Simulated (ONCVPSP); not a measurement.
**An ONCV potential for hafnium, from input to tests**

Aim: build the potential from the settings below, then test how well it stands in for the atom: other configurations, scattering, ghost states and the plane-wave cutoff that it needs.

Program: ONCVPSP 4.0.1. Reference atom: PBE, scalar-relativistic, spherical and spin-unpolarised. All values are calculated.

### Step 1. Settings

The settings as typed:

```
element                 : hafnium (Hf, Z = 72)
type                    : optimised norm-conserving Vanderbilt (ONCV)
frozen core             : [Xe] 4f14
valence charge          : 4
reference configuration : 5d2 6s2
partial waves           : 6s: rc 2.95 bohr, ncon 4, nbas 8, qcut 1.8 1/bohr, 1 projector; p scattering state at 0.13 Ha: rc 2.70 bohr, ncon 4, nbas 8, qcut 2.6 1/bohr, 2 projectors, debl 3.2 Ha; 5d: rc 3.30 bohr, ncon 5, nbas 9, qcut 5.4 1/bohr, 2 projectors, debl 2.1 Ha
local potential         : polynomial inside 2.55 bohr (lpopt 3, dvloc0 4 Ha)
core correction         : not asked for
```

The outer shells as boxes (Hund's rule for the drawing; the calculation is spin-unpolarised):

```
[Xe] core
4f [↑↓][↑↓][↑↓][↑↓][↑↓][↑↓][↑↓]
5d [↑ ][↑ ][  ][  ][  ]
6s [↑↓]
```

### Step 2. Generating the potential

Hf.dat reads:

```
# ATOM AND REFERENCE CONFIGURATION
# atsym  z   nc   nv     iexc    psfile
  Hf 72.00   12    2        4      upf
#
#   n    l    f
    1    0    2.00
    2    0    2.00
    2    1    6.00
    3    0    2.00
    3    1    6.00
    3    2   10.00
    4    0    2.00
    4    1    6.00
    4    2   10.00
    4    3   14.00
    5    0    2.00
    5    1    6.00
    5    2    2.00
    6    0    2.00
#
# PSEUDOPOTENTIAL AND OPTIMIZATION
# lmax
    2
#
#   l,   rc,      ep,       ncon, nbas, qcut
    0    2.95    0.00    4    8    1.80
    1    2.70    0.13    4    8    2.60
    2    3.30    0.00    5    9    5.40
#
# LOCAL POTENTIAL
# lloc, lpopt,  rc(5),   dvloc0
    4    3    2.55    4.00
#
# VANDERBILT-KLEINMAN-BYLANDER PROJECTORs
# l, nproj, debl
    0    1    0.70
    1    2    3.20
    2    2    2.10
#
# MODEL CORE CHARGE
# icmod, fcfact, rcfact
    0    0.00    0.00
#
# LOG DERIVATIVE ANALYSIS
# epsh1, epsh2, depsh
   -2.00    5.00    0.02
#
# OUTPUT GRID
# rlmax, drl
    6.00    0.01
#
# TEST CONFIGURATIONS
# ncnf
    4
# nvcnf
#   n    l    f
    2
    5    2    2.00
    6    0    1.00
#
    2
    5    2    2.00
    6    0    0.00
#
    2
    5    2    1.00
    6    0    0.00
#
    2
    5    2    2.50
    6    0    1.50
#
```

On the command line:

```
oncvpsp.x < Hf.dat > Hf.out
```

Before running it: what results should come out? Wanted: cutoffs for 1 and 0.1 mHa per electron, occupied waves; bound ghosts; GHOST(+) flags; largest test error; largest phase difference near zero energy, channels read; projector energies reset by the program.

As calculated:

| quantity | value |
| --- | --- |
| cutoffs for 1 and 0.1 mHa per electron, occupied waves | 9.0 Ha and 18 Ha |
| bound ghosts | none found |
| GHOST(+) flags | p at 112 eV |
| largest test error (AE − PS) | +133 meV, for 5d2 6s0 (1 test unsolved) |
| largest phase difference near zero energy, channels read | 0.030 rad |
| projector energies reset by the program | p: 0.050, 3.250 Ha |

What this shows: The worst unpolarised test, 5d2 6s0, is off by 133 meV on 22.2 eV; by total energies transferability rates as poor. Of the tests 1 gave no usable energy difference, which is a warning in itself. By its cutoff, 9.0 Ha for the looser tolerance, it is soft on the atom at that tolerance. At the looser tolerance the 5d wave is the slowest; 6s needs 8 Ha. That counts occupied waves only; other projectors can need more. No bound ghost shows below the valence levels. Near zero energy the largest phase difference among the channels read is 0.03 rad, in the p channel. The program also flags highly localised states, GHOST(+) (p). These are tests on the free atom; a crystal test is still owed.
